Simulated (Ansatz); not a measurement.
# CH4BCl3O: one species, many methods

How much do the methods differ for CH4BCl3O? The plan is to run it at one geometry with functionals of several rungs and with coupled cluster, and see how far each lands from CCSD(T) at the basis-set limit for the atomisation energy.

Computed with Ansatz 0.2.0, Gaussian basis. Level: functionals in def2-TZVPP, the program's frozen cores in correlated methods.

Plan: LDA (SPW92), PBE-D4, revPBE-D4, BLYP-D4, r2SCAN-D4, B97M-V, PBE0-D4, B3LYP-D4, r2SCANh-D4, r2SCAN0-D4, HSE06-D4, BHLYP-D4, CAM-B3LYP-D4, LC-ωPBE, ωB97X-V, ωB97M-V, B2PLYP, PBE-QIDH; CCSD(T)/def2-SVP; CCSD(T)/def2-TZVPP; MP2/def2-QZVPP; extrapolation to the limit; RPA on PBE.

### 1 Structure used throughout

The geometry comes from an earlier relaxation with PBE0-D4 in a triple-zeta def2 set; it is a stationary point, not always the lowest conformer.

SMILES `C[OH+][B-](Cl)(Cl)Cl`, 10 atoms, charge 0, spin multiplicity 1.

Atoms are counted from 1 here; the program's logs count them from 0.

Bond lengths: C1–O2 1.446 Å, C1–H7 1.088 Å, C1–H8 1.089 Å, C1–H9 1.086 Å, O2–B3 1.610 Å, O2–H10 0.968 Å, B3–Cl4 1.822 Å, B3–Cl5 1.816 Å, B3–Cl6 1.805 Å. Angles: O2–C1–H7 107.5°, O2–C1–H8 109.9°, O2–C1–H9 105.7°, H7–C1–H8 112.2°, H7–C1–H9 110.7°, H8–C1–H9 110.6°, C1–O2–B3 120.1°, C1–O2–H10 112.3°, B3–O2–H10 107.4°, O2–B3–Cl4 106.5°, O2–B3–Cl5 101.4°, O2–B3–Cl6 105.0°, Cl4–B3–Cl5 113.1°, Cl4–B3–Cl6 113.8°, Cl5–B3–Cl6 115.3°.

As a file:

```mol
CH4BCl3O
  3D, bonds by distance, orders not assigned

 10  9  0  0  0  0  0  0  0  0999 V2000
    0.2990   -1.0152    0.8499 C   0  0
    0.6688    0.0879   -0.0084 O   0  0
   -0.4696    1.0118   -0.6728 B   0  0
   -1.6183   -0.1162   -1.5257 Cl  0  0
    0.5126    2.0269   -1.8142 Cl  0  0
   -1.2146    1.9033    0.7084 Cl  0  0
    1.2137   -1.4101    1.2869 H   0  0
   -0.2399   -1.7671    0.2765 H   0  0
   -0.3403   -0.5891    1.6179 H   0  0
    1.2716   -0.1834   -0.7156 H   0  0
  1  2  8  0
  2  3  8  0
  3  4  8  0
  3  5  8  0
  3  6  8  0
  1  7  8  0
  1  8  8  0
  1  9  8  0
  2 10  8  0
M  END
```

### 2 LDA

This LDA is Slater exchange with PW92 correlation.

Contents of in.yaml:

```yaml
crystal:
  periodic: [false, false, false]
  atoms:
    - {symbol: C, position_ang: [0.299028, -1.015161, 0.849934]}
    - {symbol: O, position_ang: [0.668761, 0.087910, -0.008439]}
    - {symbol: B, position_ang: [-0.469584, 1.011780, -0.672845]}
    - {symbol: Cl, position_ang: [-1.618340, -0.116215, -1.525668]}
    - {symbol: Cl, position_ang: [0.512645, 2.026915, -1.814162]}
    - {symbol: Cl, position_ang: [-1.214582, 1.903255, 0.708405]}
    - {symbol: H, position_ang: [1.213667, -1.410092, 1.286931]}
    - {symbol: H, position_ang: [-0.239945, -1.767150, 0.276451]}
    - {symbol: H, position_ang: [-0.340254, -0.589110, 1.617860]}
    - {symbol: H, position_ang: [1.271605, -0.183433, -0.715566]}
basis:
  gaussian: {orbitals: def2-TZVPP}
hamiltonian: {xc: lda}
output: {orbitals: {seedname: orbitals}}
```

The run is started by

```console
$ ansatz run in.yaml --threads 4 --pin off --events-out ev --progress --plain --max-ram 10444MiB
```

The runs that follow: PBE-D4 (GGA); revPBE-D4 (GGA); BLYP-D4 (GGA); r2SCAN-D4 (meta-GGA); B97M-V (meta-GGA); B3LYP-D4 (hybrid); r2SCANh-D4 (hybrid); r2SCAN0-D4 (hybrid); HSE06-D4 (hybrid); BHLYP-D4 (hybrid); CAM-B3LYP-D4 (range-separated); LC-ωPBE (range-separated); ωB97X-V (range-separated); ωB97M-V (range-separated); B2PLYP (double hybrid); PBE-QIDH (double hybrid); CCSD(T) in def2-SVP; CCSD(T) in def2-TZVPP; MP2 in def2-QZVPP; RPA on PBE orbitals.

Q: Predict the results of all the runs planned. Wanted: atomisation energy, CCSD(T)/CBS; farthest beyond LDA; mean size of error, GGA; mean size of error, meta-GGA; mean size of error, hybrid; mean size of error, range-separated; mean size of error, double hybrid; gap, smallest and largest; T1 diagnostic.

**Answer**, as computed:

| quantity | value |
| --- | --- |
| atomisation energy, CCSD(T)/CBS | 851.1 kcal/mol |
| functionals within 4.3 kcal/mol (0.5 %) | revPBE-D4, r2SCANh-D4, CAM-B3LYP-D4, ωB97X-V, PBE-QIDH |
| farthest beyond LDA | BHLYP-D4 (-31.9 kcal/mol) |
| mean size of error, GGA | 10.7 kcal/mol |
| mean size of error, meta-GGA | 6.9 kcal/mol |
| mean size of error, hybrid | 9.8 kcal/mol |
| mean size of error, range-separated | 3.9 kcal/mol |
| mean size of error, double hybrid | 7.0 kcal/mol |
| gap, smallest and largest | 5.45 eV (BLYP-D4), 12.97 eV (LC-ωPBE) |
| T1 diagnostic | 0.0093 |
| triples share of the correlation energy | 4.0 % |

In words: The LDA atomisation energy is off by 139.2 kcal/mol (16 %): it overbinds. PBE-D4 misses by +21.2 kcal/mol. Double hybrids carry the basis error of their MP2 part in triple zeta, and no dispersion term here, so their miss is partly the set-up's. By mean error the best rung here is range-separated (3.9 kcal/mol) and the worst beyond LDA is GGA (10.7 kcal/mol). The reference freezes the cores and leaves out relativity and excitations past (T), so misses under about 4.3 kcal/mol can't be ranked. Hartree-Fock recovers 73 % of the binding; the rest is correlation. CCSD(T) in def2-SVP is off by -42.0 kcal/mol, worse than the median functional, from the basis alone. Orbital gaps span 5.5 to 13.0 eV; exact exchange widens them.
